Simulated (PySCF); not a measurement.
# MoH3: quartet, from a trigonal planar start

The task is one start of a wider search on MoH3: the quartet, from a trigonal planar start. It is relaxed, tested by its Hessian and followed downhill if it is a saddle.

Method: PBE0, basis Mo def2-TZVP with ECP28, H def2-TZVP, scalar-relativistic core potentials, no spin–orbit coupling, density fitting; program: PySCF 2.14.0.

## (1) The starting structure

4 atoms, charge 0, spin multiplicity 4.

Bond lengths: Mo1–H2 1.700 Å, Mo1–H3 1.700 Å, Mo1–H4 1.700 Å. Angles: H2–Mo1–H3 120.0°, H2–Mo1–H4 120.0°, H3–Mo1–H4 120.0°.

Coordinates in bohr (charge 0 multiplicity 4):
```
Mo    0.0000    0.0000    0.0000
H     3.2125    0.0000    0.0000
H    -1.6063    2.7821    0.0000
H    -1.6063   -2.7821    0.0000
```

## (2) The SCF at the typed geometry

The steps below are one call of a driver around PySCF. For each, scf.py gives the equivalent set-up of the SCF; relaxations use the driver's own optimiser. After this first run the driver tries any further starts and a stability analysis.

Contents of scf.py:

```python
from pyscf import gto, scf, dft
mol = gto.M(atom='''
Mo     0.000000     0.000000     0.000000
H      1.700000     0.000000     0.000000
H     -0.850000     1.472200     0.000000
H     -0.850000    -1.472200     0.000000''',
    basis={'Mo': 'def2-TZVP', 'H': 'def2-TZVP'},
    ecp={'Mo': 'def2-TZVP'},
    charge=0, spin=3)
mf = dft.UKS(mol, xc='PBE0')
mf.grids.atom_grid = (50, 194)
aux = {'Mo': 'def2-universal-JKFIT', 'H': 'def2-universal-JKFIT'}
mf = mf.density_fit(auxbasis=aux)
mf.conv_tol = 1e-08
mf.diis_space = 10
mf.max_cycle = 60
mf.init_guess = 'minao'
mf.verbose = 4
mf.kernel()
```

On the command line:

```console
> OMP_NUM_THREADS=2 python axn.py task.json out
```

Further steps of the session: Relaxing the quartet from the trigonal planar start; Frequencies; Downhill along the imaginary mode; Frequencies.

**Question.** What will these runs give? Wanted: minimum; geometry; wavenumbers; dipole moment; highest occupied, lowest empty level; polar-tensor charge of Mo1; zero-point energy; atomisation energy; ⟨S²⟩.

The runs gave:

```
                                          quantity                                   value
                                           minimum                            quartet, C3v
                                          geometry   Mo–H 1.695 Å (×3); H–Mo–H 107.4° (×3)
                                wavenumbers (cm⁻¹)  410 (a1), 602 (e), 1873 (e), 1909 (a1)
                                     dipole moment                                  2.56 D
highest occupied, lowest empty level (either spin)                         -6.65, -2.02 eV
                        polar-tensor charge of Mo1                                 +1.02 e
                                 zero-point energy                             43.5 kJ/mol
                               entropy at 298.15 K                         246.5 J/(mol K)
         atomisation energy (no zero-point energy)                              708 kJ/mol
                                              ⟨S²⟩                                   3.795
```

What this shows: The trigonal planar start (D3h) ends in a minimum of C3v symmetry, after a stop at a saddle point 14.3 kJ/mol higher, from which it was pushed off along an imaginary mode. In the infrared the band at 1873 cm⁻¹ (e, stretch) leads. Most of the spin sits on Mo1 (Mulliken spin 3.43, against 3 for the whole molecule). Other starts or spin states, not run here, may lie lower. One determinant may miss the lowest occupation of an open d or f shell.
